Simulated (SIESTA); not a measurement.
Sn3Te under changes of volume

One of the cells (29.373 Å³/atom); the others are scaled copies at fixed shape and fractional positions:

```xyz
4
Lattice="4.8978 0.0000 0.0000 0.0000 4.8978 0.0000 0.0000 0.0000 4.8978" Properties=species:S:1:pos:R:3 pbc="T T T"
Te    0.0000    0.0000    0.0000
Sn    0.0000    2.4489    2.4489
Sn    2.4489    0.0000    2.4489
Sn    2.4489    2.4489    0.0000
```

The cell comes from a database or a generator and needn't be the stable form of this composition.

```yaml
Program: SIESTA 5.4.2
Functional: PBE
Potentials_or_basis: PseudoDojo 0.4 standard (PBE files)
Basis: DZP (energy shift 0.003 Ry; two zetas on semicore shells)
Grid_cutoff: 500 Ry
Energy_shift: 0.003 Ry
k_mesh: 6 × 6 × 6
Occupations: fermi-dirac, width 0.05 eV
Spin: no spin polarisation
```

```csv
volume (Å³/atom),energy over the lowest point (meV/atom),pressure (GPa)
27.070,34.24,4.6
27.646,19.75,3.4
28.222,9.47,2.3
29.373,0.00,0.3
29.949,?,?
30.525,3.14,-1.2
```

Q: What does the run at 29.949 Å³/atom give?

A: Energy over the lowest point 0.14 meV/atom; pressure -0.4 GPa.

Worked out: A Birch-Murnaghan fit of order 3 (a polynomial in V^(-2/3)) to the other rows has its minimum at 29.63 Å³/atom with B0 = V·E''(V) = 43 GPa and B' = 3.9. It gives 0.14 meV/atom at 29.949 Å³/atom, against the run's 0.14, and -dE/dV = -0.4 GPa, against -0.4.

Energies are extrapolated to zero smearing.

Caveats: the basis of atomic orbitals isn't converged, which shifts pressures, moduli and gaps.
